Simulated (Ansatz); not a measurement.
Runs of Ansatz 0.2.0 on PBr. The typed cell holds 4 atoms: a = 4.939 Å, b = 5.589 Å, c = 6.306 Å, α = 93.19°, β = 96.34°, γ = 111.65°. The cell comes from a database or a generator and needn't be the stable form of this composition.

```tsv
level	cutoff (eV)	points for each segment of the path	gap on the mesh (eV)	pressure (GPa)	largest force (eV/Å)
RPBE	420	14	1.68	1.1	0.14
r2SCAN0	500	4	3.27	-1.3	0.76
HSE06	420	4	2.44	-0.8	0.57
LDA	420	14	(a)	-1.6	(b)
BLYP	420	14	1.62	1.4	0.35
PBE0	420	4	3.17	-0.8	0.61
revPBE	420	14	1.68	1.0	0.11
PBEsol	420	14	1.62	-0.7	0.25
```

Alike in all rows: task band structure; potentials or basis Ansatz PAW; no spin polarisation; cell as given; k mesh 4 × 3 × 3; smearing fermi-dirac 0.05 eV.

Problem. Fill in the values left out.

Solution. (a) 1.58; (b) 0.33.

Caveats: the k mesh misses the band edges, so the gap on the mesh is wider than the one along the path; the PAW data sets come from PBE, with cores solved anew for the run's functional, which leaves a small shift of forces and pressure; the thresholds are loose for stress (some runs).

A k mesh can miss the band edges, and the runs leave out spin-orbit coupling on Br.

Runs at the PBE level aren't shown here.
